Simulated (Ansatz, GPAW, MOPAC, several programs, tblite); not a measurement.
**Many methods on one cell: CrOSe (Janus 2H monolayer)**

CrOSe as a Janus 2H monolayer, relaxed with r2SCAN in Ansatz, was computed with several methods. In-plane lattice: a = 2.918 Å, b = 2.918 Å, γ = 120.0°; thickness between the outer nuclei 2.68 Å. Cr has 3 O at 1.95 Å and 3 Se at 2.40 Å; O has 3 Cr at 1.95 Å; Se has 3 Cr at 2.40 Å. Note: simulated data, non-magnetic, for a generated structure that need not be the stable one.

```yaml
crystal:
  lattice:
    - [2.91795, 0.00000, 0.00000]
    - [-1.45897, 2.52702, 0.00000]
    - [0.00000, 0.00000, 29.63752]
  atoms:
    - { symbol: Cr, position: [0.33333, 0.66667, 0.31189] }
    - { symbol: O, position: [0.66667, 0.33333, 0.34474] }
    - { symbol: Se, position: [0.66667, 0.33333, 0.25438] }
```
Two periodic directions, a and b.

Gaps and times are for a single point on this cell. Times are rough, from shared hosts (Arm Neoverse V2), and each method has its own mesh and cell size. PM7 (MOPAC) and PM6 (MOPAC): levels, charges or heat of formation failed a check of plausibility, so no values are given. PM6 (MOPAC), PM7 (MOPAC), GFN1-xTB (tblite), GFN2-xTB (tblite) treat a cluster of cells at its zone centre, which samples few k points: where these miss a band edge, the gap comes out too large for that reason alone. Gaps from k meshes are read at a limited set of points (mesh, symmetry points, PBE's band edges), so each method's own least gap may be somewhat smaller. xTB and the PM methods were fitted mostly to molecules, and can miss a solid's gap by electronvolts. Minimal bases can be far off for gaps. The open d shell was run without spin, which may not be the ground state of these methods, hybrids least of all. d marks a direct gap, i an indirect one (no mark: not told apart), a dash a value that wasn't computed or didn't pass its checks.

```
                              method              kind      gap (eV)  atoms computed  processor time
                   GFN1-xTB (tblite)     tight binding             0              48           1.5 s
                   GFN2-xTB (tblite)     tight binding             0              48           2.8 s
light PBE (260 eV and a coarse mesh)  light plane-wave  overlap 0.33               3           2.9 s
                         PM7 (MOPAC)    semi-empirical             –              48           5.2 s
              PBE/single zeta (GPAW)       small basis  overlap 0.67               3           6.3 s
                         PM6 (MOPAC)    semi-empirical             –              48           7.7 s
                                 PBE         semilocal  overlap 0.30               3            11 s
                              r2SCAN         semilocal  overlap 0.31               3            26 s
```

With PBE and r2SCAN the bands overlap or touch, or nearly. Semilocal functionals can close a real gap, so this doesn't show a metal; small gaps of other methods may in turn close between the points read or with spin-orbit coupling, and the solid may be a semimetal.

Spin-orbit coupling is left out.
